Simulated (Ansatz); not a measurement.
# C₂H₈NSi radical: one species, many methods

One table from this session's results is given with a row withheld; the runs are named, their logs left out.

Computed with Ansatz 0.2.0, Gaussian basis. Level: functionals in def2-TZVPP, the program's frozen cores in correlated methods.

Plan: LDA (SPW92), PBE-D4, revPBE-D4, BLYP-D4, r2SCAN-D4, B97M-V, PBE0-D4, B3LYP-D4, r2SCANh-D4, r2SCAN0-D4, HSE06-D4, BHLYP-D4, CAM-B3LYP-D4, LC-ωPBE, ωB97X-V, ωB97M-V, B2PLYP, PBE-QIDH; CCSD(T)/def2-SVP; CCSD(T)/def2-TZVPP; MP2/def2-QZVPP; extrapolation to the limit; RPA on PBE.

### Structure used throughout

The geometry comes from an earlier relaxation with PBE0-D4 in a triple-zeta def2 set; it is a stationary point, not always the lowest conformer.

SMILES `CC[SiH]N`, 12 atoms, charge 0, spin multiplicity 2.

Atoms are counted from 1 here; the program's logs count them from 0.

Bond lengths: C1–C2 1.528 Å, C1–H5 1.092 Å, C1–H6 1.094 Å, C1–H7 1.093 Å, C2–Si3 1.884 Å, C2–H8 1.096 Å, C2–H9 1.095 Å, Si3–N4 1.731 Å, Si3–H10 1.498 Å, N4–H11 1.008 Å, N4–H12 1.008 Å. Angles: C2–C1–H5 111.2°, C2–C1–H6 111.5°, C2–C1–H7 111.2°, H5–C1–H6 108.0°, H5–C1–H7 107.2°, H6–C1–H7 107.6°, C1–C2–Si3 113.5°, C1–C2–H8 110.6°, C1–C2–H9 110.8°, Si3–C2–H8 108.2°, Si3–C2–H9 107.7°, H8–C2–H9 105.6°, C2–Si3–N4 108.8°, C2–Si3–H10 110.8°, N4–Si3–H10 105.2°, Si3–N4–H11 119.6°, Si3–N4–H12 119.2°, H11–N4–H12 110.4°.

The first run:

File in.yaml:

```yaml
crystal:
  periodic: [false, false, false]
  atoms:
    - {symbol: C, position_ang: [-0.683509, 1.362893, -0.004907]}
    - {symbol: C, position_ang: [-0.249531, 0.308097, 1.011342]}
    - {symbol: Si, position_ang: [1.058811, -0.875959, 0.352642]}
    - {symbol: N, position_ang: [0.414995, -1.714553, -1.017683]}
    - {symbol: H, position_ang: [-1.081088, 0.898623, -0.909767]}
    - {symbol: H, position_ang: [-1.456346, 2.019951, 0.404945]}
    - {symbol: H, position_ang: [0.158568, 1.990926, -0.306138]}
    - {symbol: H, position_ang: [-1.109734, -0.283413, 1.344948]}
    - {symbol: H, position_ang: [0.152893, 0.779417, 1.914325]}
    - {symbol: H, position_ang: [2.242997, -0.121651, -0.170004]}
    - {symbol: H, position_ang: [-0.419335, -2.271522, -0.914356]}
    - {symbol: H, position_ang: [1.048278, -2.148010, -1.671351]}
basis:
  gaussian: {orbitals: def2-TZVPP}
magnetization: {spin_polarized: true, initial_magnetization: 1}
hamiltonian: {xc: lda}
output: {orbitals: {seedname: orbitals}}
```

The run is started by

```sh
$ ansatz run in.yaml --threads 4 --pin off --events-out ev --progress --plain --max-ram 10444MiB
```

Among the steps run: LDA; PBE-D4 (GGA); revPBE-D4 (GGA); BLYP-D4 (GGA); r2SCAN-D4 (meta-GGA); B97M-V (meta-GGA); PBE0-D4 (hybrid); B3LYP-D4 (hybrid); r2SCANh-D4 (hybrid); r2SCAN0-D4 (hybrid); HSE06-D4 (hybrid); BHLYP-D4 (hybrid); CAM-B3LYP-D4 (range-separated); LC-ωPBE (range-separated); ωB97X-V (range-separated); ωB97M-V (range-separated); B2PLYP (double hybrid); PBE-QIDH (double hybrid).

One table of the session follows, with a row left open; its other results are not shown here.

It belongs to the step «Orbital energies across the functionals». 

| functional | HOMO (eV) | LUMO (eV) | gap (eV) |
| --- | --- | --- | --- |
| LDA (SPW92) | -3.81 | -2.72 | 1.09 |
| PBE-D4 | -3.84 | -2.31 | 1.53 |
| revPBE-D4 | -3.82 | -2.18 | 1.64 |
| BLYP-D4 | -3.66 | -2.36 | 1.30 |
| r2SCAN-D4 | ? | ? | ? |
| B97M-V | -3.91 | -2.45 | 1.46 |
| PBE0-D4 | -4.99 | -1.40 | 3.58 |
| B3LYP-D4 | -4.73 | -1.82 | 2.91 |
| r2SCANh-D4 | -4.59 | -1.55 | 3.04 |
| r2SCAN0-D4 | -5.23 | -1.12 | 4.11 |
| HSE06-D4 | -4.59 | -1.78 | 2.81 |
| BHLYP-D4 | -5.98 | -0.66 | 5.32 |
| CAM-B3LYP-D4 | -6.22 | -0.56 | 5.66 |
| LC-ωPBE | -7.64 | 0.85 | 8.48 |
| ωB97X-V | -7.14 | 0.31 | 7.45 |
| ωB97M-V | -6.78 | 0.14 | 6.92 |

Q: Estimate the row for r2SCAN-D4 from the others.

Worked estimate for «HOMO (eV)». Against the share of exact exchange, r2SCANh-D4 (0.1, -4.59), r2SCAN0-D4 (0.25, -5.23) give a slope of -4.27 per unit share; at 0 the line stands at -4.16.

**Answer.** HOMO (eV): -4.17; LUMO (eV): -1.85; gap (eV): 2.32. In «HOMO (eV)» the line misses by +0.01.
